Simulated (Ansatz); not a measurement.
# C2H6LiN: basis-set convergence

One table from this session's results is given with a row withheld; the runs are named, their logs left out.

The runs use Ansatz 0.2.0, Gaussian basis; one geometry, several basis sets.

Plan: PBE0-D4/def2-SVP; ωB97M-V/def2-SVP; PBE0-D4/def2-QZVPP; ωB97M-V/def2-QZVPP; the functionals' def2-TZVPP values are taken from earlier runs.

## Structure used throughout

All runs share one geometry, relaxed beforehand with PBE0-D4 in a triple-zeta def2 set.

SMILES `[Li][N](C)C`, 10 atoms, charge 0, spin multiplicity 1.

Atoms are counted from 1 here; the program's logs count them from 0.

Bond lengths: Li1–N2 1.737 Å, N2–C3 1.433 Å, N2–C4 1.433 Å, C3–H5 1.098 Å, C3–H6 1.109 Å, C3–H7 1.109 Å, C4–H8 1.098 Å, C4–H9 1.109 Å, C4–H10 1.109 Å. Angles: Li1–N2–C3 125.4°, Li1–N2–C4 125.4°, C3–N2–C4 109.2°, N2–C3–H5 111.6°, N2–C3–H6 113.1°, N2–C3–H7 113.1°, H5–C3–H6 106.5°, H5–C3–H7 106.5°, H6–C3–H7 105.5°, N2–C4–H8 111.6°, N2–C4–H9 113.1°, N2–C4–H10 113.1°, H8–C4–H9 106.5°, H8–C4–H10 106.5°, H9–C4–H10 105.5°.

Set-up of the first run:

Contents of in.yaml:

```yaml
crystal:
  periodic: [false, false, false]
  atoms:
    - {symbol: Li, position_ang: [-1.785051, -0.986402, -1.208661]}
    - {symbol: N, position_ang: [-0.474173, -0.268423, -0.324470]}
    - {symbol: C, position_ang: [0.116711, 1.006313, -0.604238]}
    - {symbol: C, position_ang: [0.189385, -0.858059, 0.800000]}
    - {symbol: H, position_ang: [-0.364291, 1.495292, -1.461969]}
    - {symbol: H, position_ang: [0.043352, 1.715271, 0.245427]}
    - {symbol: H, position_ang: [1.197781, 0.941462, -0.843070]}
    - {symbol: H, position_ang: [-0.234299, -1.839951, 1.050147]}
    - {symbol: H, position_ang: [0.119613, -0.240714, 1.718667]}
    - {symbol: H, position_ang: [1.274072, -1.015888, 0.631167]}
basis:
  gaussian: {orbitals: def2-SVP}
hamiltonian: {xc: pbe0, dispersion: d4}
output: {orbitals: {seedname: orbitals}}
```

Steps of the session up to this table: PBE0-D4 in def2-SVP; ωB97M-V in def2-SVP; PBE0-D4 in def2-QZVPP; ωB97M-V in def2-QZVPP.

One of the session's tables, all rows but one given; the rest of the session is left out.

It belongs to the step «Density functionals: the series». 

```
functional       basis  HOMO (eV)  LUMO (eV)
   PBE0-D4    def2-SVP      -3.95      -1.02
   PBE0-D4  def2-TZVPP          ?          ?
   PBE0-D4  def2-QZVPP      -4.13      -1.08
   ωB97M-V    def2-SVP      -6.22      -0.41
   ωB97M-V  def2-TZVPP      -6.36      -0.49
   ωB97M-V  def2-QZVPP      -6.40      -0.63
```

Estimate the missing values for PBE0-D4, def2-TZVPP.

The run gave: HOMO (eV): -4.10; LUMO (eV): -1.05. In the column «HOMO (eV)» it lies between PBE0-D4, def2-QZVPP (-4.13) and PBE0-D4, def2-SVP (-3.95).
